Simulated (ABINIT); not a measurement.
Crystal: CuF3.

```xyz
4
Lattice="3.7648 0.0000 0.0000 0.0000 3.7648 0.0000 0.0000 0.0000 3.7648" Properties=species:S:1:pos:R:3 pbc="T T T"
Cu    0.0000    0.0000    0.0000
F     1.8824    0.0000    0.0000
F     0.0000    0.0000    1.8824
F     0.0000    1.8824    0.0000
```

The cell comes from a database or a generator and needn't be the stable form of this composition.

| Quantity | Value |
| --- | --- |
| Program | ABINIT 10.8.3 (patched build) |
| Task | relaxation of cell and atoms |
| Functional | PBEsol |
| Potentials or basis | PseudoDojo NC SR PBEsol v0.4.1 standard |
| Cutoff | 1252 eV |
| k mesh | 5 × 5 × 5 |
| Occupations | fermi-dirac, width 0.05 eV |
| Spin | no spin polarisation |

At the start: pressure -2.8 GPa; volume 13.34 Å³/atom.

**Question.** Where does the relaxation end?

**Answer.** Over 4 steps the energy falls by 3.2 meV/atom and the volume is 12.98 Å³/atom (-2.7 %); space group Pm-3m (No. 221, to 0.05 Å).

Step by step:
```
step  energy change (eV)  largest force (eV/Å)  pressure (GPa)  volume (Å³)
   1              0.0000                0.0000           -2.75        53.36
   2             -0.0066                0.0000           -1.95        52.91
   3             -0.0127                0.0000            0.10        51.87
   4             -0.0128                0.0000            0.00        51.92
```

Final structure:
```
Cu F
1.0
     3.73051    0.00000    0.00000
     0.00000    3.73051    0.00000
     0.00000    0.00000    3.73051
Cu F
1 3
Direct
  0.00000 0.00000 0.00000
  0.50000 0.00000 0.00000
  0.00000 0.00000 0.50000
  0.00000 0.50000 0.00000
```

Caveat: the run has no spin polarisation, though such a crystal can be magnetic.
